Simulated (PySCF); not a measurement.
# C2H5BIP: the cost of one run

Programs: PySCF 2.14.0, with routines of our own; each step states its level. All values are computed. Atoms count from 0.

## (1) The system as given

10 atoms, charge 0, multiplicity 1; geometry from: GFN2-xTB.

## (2) Optimising the geometry at PBE0-D3(BJ)/def2-SVP

The job: settings as JSON, then the geometry in Å.

```
{"job": {"xc": "PBE0", "basis": "def2-SVP", "d3": "d3bj", "grid": 1, "maxiter": 30, "shake": 0.01, "kind": "geom"}, "charge": 0, "multiplicity": 1}
C     -1.461360     0.617580    -1.105370
C     -0.571040    -0.201040    -0.627350
B      0.164760    -0.046810     0.704250
P      1.674880    -1.159400     1.103140
I     -0.520240     1.251100     2.216990
H     -1.949600     0.506550    -2.074850
H     -1.787100     1.515280    -0.560040
H     -0.275400    -1.039010    -1.253710
H      2.516930    -0.253280     1.693430
H      2.258610    -1.211900    -0.117540
```

Command:

```
$ OMP_NUM_THREADS=1 python heavy_run.py task.json out
```

This one command runs all jobs of the session in turn.

**Question.** How long does this first job take on 1 thread of Intel Xeon Platinum 8259CL at 2.50GHz, shared host, and how much memory does it need?

About 53 s, with a peak of 0.48 GiB.
